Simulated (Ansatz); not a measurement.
# CuSnF6: one geometry, two states

Aim: solve CuSnF6 (a database structure at a slightly changed volume) from each of its saved states, at one geometry and mesh, and see which is lowest and how they differ.

All numbers below are computed with Ansatz 0.2.0 (DFT, r2SCAN, plane waves, PAW).

## Step 1: Geometry

Cell: a = 5.478 Å, b = 5.082 Å, c = 5.239 Å, α = 120.21°, β = 92.52°, γ = 116.33°. Nearest neighbours (Å): F1: 1 Cu at 1.94, 1 Sn at 1.96; F2: 1 Cu at 1.94, 1 Sn at 1.96; F3: 1 Sn at 1.92, 1 Cu at 2.16; F4: 1 Sn at 1.92, 1 Cu at 2.16; Sn5: 6 F at 1.92 to 1.97; Cu6: 6 F at 1.94 to 2.16; F7: 1 Cu at 1.94, 1 Sn at 1.97; F8: 1 Cu at 1.94, 1 Sn at 1.97.

Coordinates:

```xyz
8
Lattice="5.4779 0.0000 0.0000 -2.2540 4.5545 0.0000 -0.2303 -3.0553 4.2497" Properties=species:S:1:pos:R:3 pbc="T T T"
F     3.6309   -2.1237    3.7015
F    -0.6373    3.6230    0.5482
F     2.0015    3.1771    1.1304
F     0.9921   -1.6778    3.1193
Sn    2.6238   -1.5276    2.1248
Cu    0.0000    0.0000    0.0000
F     0.1654    1.1515    1.5469
F     2.8282    0.3478    2.7028
```

The states: A, no atom with a moment over 0.3 μB (collinear spin); B, Cu6 up (collinear spin). Each run reads its own saved solution as saved_state.

## Step 2: State A: the run

input.yaml

```yaml
crystal:
  lattice:
    - [5.47792452, 0.0, 0.0]
    - [-2.25395242, 4.5545314, 0.0]
    - [-0.23034558, -3.05526437, 4.24966694]
  atoms:
    - { symbol: F, position: [0.748, 0.118, 0.871] }
    - { symbol: F, position: [0.252, 0.882, 0.129] }
    - { symbol: F, position: [0.737, 0.876, 0.266] }
    - { symbol: F, position: [0.263, 0.124, 0.734] }
    - { symbol: Sn, position: [0.5, 0.0, 0.5] }
    - { symbol: Cu, position: [0.0, 0.0, 0.0] }
    - { symbol: F, position: [0.25, 0.497, 0.364] }
    - { symbol: F, position: [0.75, 0.503, 0.636] }
kpoints:
  mp_grid: { grid: [4, 5, 4], shift: [0.5, 0.0, 0.5] }
magnetization:
  spin_polarized: true
scf:
  occupations: { method: fermi_dirac }
  lower_state_search: "off"
  max_iter: 200
hamiltonian:
  pseudopotentials: { kind: paw }
  xc: r2scan
basis:
  ecutwfc: 500
  fft_grid_basis: typed
output:
  forces: true
  stress: true
  eigenvalues: true
  populations: true
  elf: true
  write_potential: true
  volumetric_format: npy
  dos:
    e_range: [-12, 8]
    de: 0.05
    projected: { site_lists: { Cu: [Cu], F: [F], Sn: [Sn] } }
checkpoint:
  read: saved_state
```

## Step 4: State B: the run

Edit input.yaml of step 2 so:

```diff
@@ -11,3 +11,3 @@
     - { symbol: Sn, position: [0.5, 0.0, 0.5] }
-    - { symbol: Cu, position: [0.0, 0.0, 0.0] }
+    - { symbol: Cu, position: [0.0, 0.0, 0.0], spin: 1.0 }
     - { symbol: F, position: [0.25, 0.497, 0.364] }
```

(Steps that only read results are left out.)

**Question.** What will these runs give? Wanted: for each run, free energy; largest site moment; size of the net moment; gap; pressure; largest force.

As calculated:

```tsv
state	free energy (meV/atom)	largest site moment (μB)	size of the net moment (μB/cell)	gap (eV)	pressure (GPa)	largest force (eV/Å)	SCF cycles
A	69.8	0.00	0.00	metal	3.4	0.80	9
B	0.0	0.81	1.00	0.89	3.1	0.63	10
```

State B lies lowest, 69.8 meV per atom under state A. They differ in kind: A is a metal, B is gapped. Every run converged, so convergence alone does not show that a state is the lowest.

Keep in mind: a 3d oxide or halide that comes out metallic without a U or exact exchange, which may be an insulator in nature; an input typed no starting moments; the k mesh is coarse for a cell without a gap.
